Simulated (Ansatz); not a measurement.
# The Ge atom: HSE06 and PBE0 against PBE

How do the levels and moments change when part of the exchange is made exact, and what does it cost? PBE is run first for comparison.

Program: Ansatz 0.2.0. Level of theory: DFT, plane waves (420 eV) with PBE-made PAW files, scalar-relativistic; functionals as named at each step. These are calculated values, not measurements.

## Step 1: Starting point

Periodic box: 14.0 × 14.4 × 14.8 Å.

As a file:

```
Ge
1.0
    14.00000    0.00000    0.00000
     0.00000   14.40000    0.00000
     0.00000    0.00000   14.80000
Ge
1
Cartesian
  7.0000 7.2000 7.4000
```

## Step 2: PBE

The run with PBE.

The input, input.yaml:

```yaml
crystal:
  lattice:
    - [14.0, 0.0, 0.0]
    - [0.0, 14.4, 0.0]
    - [0.0, 0.0, 14.8]
  atoms:
    - { symbol: Ge, position: [0.5, 0.5, 0.5], spin: 2.0 }
  symmetry: { detect: false, time_reversal: true }
hamiltonian:
  xc: pbe
  pseudopotentials:
    kind: paw
    azcp:
      Ge: "pseudopotentials/Ge.paw.azcp"
basis:
  ecutwfc: 420
  fft_grid_basis: typed
kpoints:
  mp_grid: { grid: [1, 1, 1], shift: [0, 0, 0] }
magnetization:
  spin_polarized: true
scf:
  occupations: { method: fermi_dirac, width: 0.01 }
```

## Step 3: HSE06 single point

The run with HSE06.

Edit input.yaml of step 2 so:

```diff
@@ -9,3 +9,3 @@
 hamiltonian:
-  xc: pbe
+  xc: hse06
   pseudopotentials:
```

## Step 4: PBE0

The run with PBE0.

Edit input.yaml of step 3 so:

```diff
@@ -9,3 +9,3 @@
 hamiltonian:
-  xc: hse06
+  xc: pbe0
   pseudopotentials:
```

(Steps that only read results are left out.)

Before running it: what results should come out? Wanted: PBE: gap; PBE: magnetic state; HSE06: gap; HSE06: magnetic state; PBE0: gap; PBE0: magnetic state; HSE06: above the element's usual form.

As calculated:

| quantity | value |
| --- | --- |
| PBE: gap | none (levels filled in part) |
| PBE: magnetic state | total moment 2.00 μB |
| HSE06: gap | 1.31 eV |
| HSE06: magnetic state | total moment 2.00 μB |
| HSE06: SCF cycles, exchange loops | 29, 2 |
| HSE06: CPU time over that of PBE | 0.69 |
| PBE0: gap | 2.08 eV |
| PBE0: magnetic state | total moment 2.00 μB |
| PBE0: SCF cycles, exchange loops | 28, 2 |
| PBE0: CPU time over that of PBE | 0.63 |
| HSE06: above the element's usual form (diamond) | 3.72 eV/atom |

In words: PBE shows no gap on this mesh, while HSE06 opens one of 1.31 eV. HSE06 took less CPU time than PBE here, which is no rule: the PBE run spent more cycles, searches or output. PBE0 gives a gap of 2.08 eV. HSE06 needed 2 outer loops of the exchange operator. The atom lies 3.72 eV above the element's usual form under HSE06 (from a run of its own). Absolute energies differ from functional to functional, by eV per atom at times, and say nothing by themselves.
